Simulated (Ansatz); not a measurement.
# ZnBH3 (SMILES [BH2][ZnH]): functionals against CCSD(T) at one geometry

An exercise on one series of results from a longer session: the logs are not shown, and one member is left open.

Method: single points in def2-TZVPP; program: Ansatz 0.2.0, Gaussian basis.

Cores are frozen in the correlated methods. The 3s and 3p shells of Cu and Zn are frozen; filled d shells are correlated.

### The system as given

SMILES `[BH2][ZnH]`, 5 atoms, charge 0, spin multiplicity 1.

Atoms are counted from 1 here; the program's logs count them from 0.

Bond lengths: B1–Zn2 2.151 Å, B1–H3 1.127 Å, B1–H4 1.356 Å, Zn2–H5 1.603 Å. Angles: Zn2–B1–H3 124.8°, Zn2–B1–H4 124.5°, H3–B1–H4 109.9°, B1–Zn2–H5 176.9°.

Geometry (Å):

```xyz
5

B    -0.19510   -0.83800    0.26250
Zn    0.38670    1.10150   -0.46460
H    -1.08320   -1.03540    0.92830
H     0.56580   -1.95580    0.16440
H     0.74570    2.57910   -0.97350
```

The first run:

File run/in.yaml:

```yaml
crystal:
  periodic: [false, false, false]
  atoms:
    - {symbol: B, position_ang: [-0.195100, -0.838000, 0.262500]}
    - {symbol: Zn, position_ang: [0.386700, 1.101500, -0.464600]}
    - {symbol: H, position_ang: [-1.083200, -1.035400, 0.928300]}
    - {symbol: H, position_ang: [0.565800, -1.955800, 0.164400]}
    - {symbol: H, position_ang: [0.745700, 2.579100, -0.973500]}
basis:
  gaussian: {orbitals: def2-TZVPP}
correlation: {method: ccsd_t, frozen_orbitals: {B: 1, H: 0, Zn: 9}}
output: {forces: true}
```

The command line of these runs was not kept.

Steps of the session up to this table: CCSD(T)/def2-TZVPP; PBE0-D4/def2-TZVPP; wB97M-V/def2-TZVPP; r2SCAN-D4/def2-TZVPP; PBE-D4/def2-TZVPP; LC-wPBE/def2-TZVPP; CAM-B3LYP-D4/def2-TZVPP.

One of the session's tables, all rows but one given; the rest of the session is left out.

| method | RMS force component (eV/Å) | angle to CCSD(T) forces (°) | dipole (D) |
| --- | --- | --- | --- |
| CCSD(T) | 1.239 | reference | 0.33 |
| PBE0-D4 | 1.242 | 2.2 | 0.41 |
| wB97M-V | 1.227 | 3.0 | 0.36 |
| r2SCAN-D4 | ? | ? | ? |
| PBE-D4 | 1.225 | 5.0 | 0.44 |
| LC-wPBE | 1.287 | 3.5 | 0.34 |
| CAM-B3LYP-D4 | 1.233 | 2.5 | 0.39 |

**Question.** Estimate the row for r2SCAN-D4.

As computed: RMS force component (eV/Å): 1.239; angle to CCSD(T) forces (°): 2.6; dipole (D): 0.44.
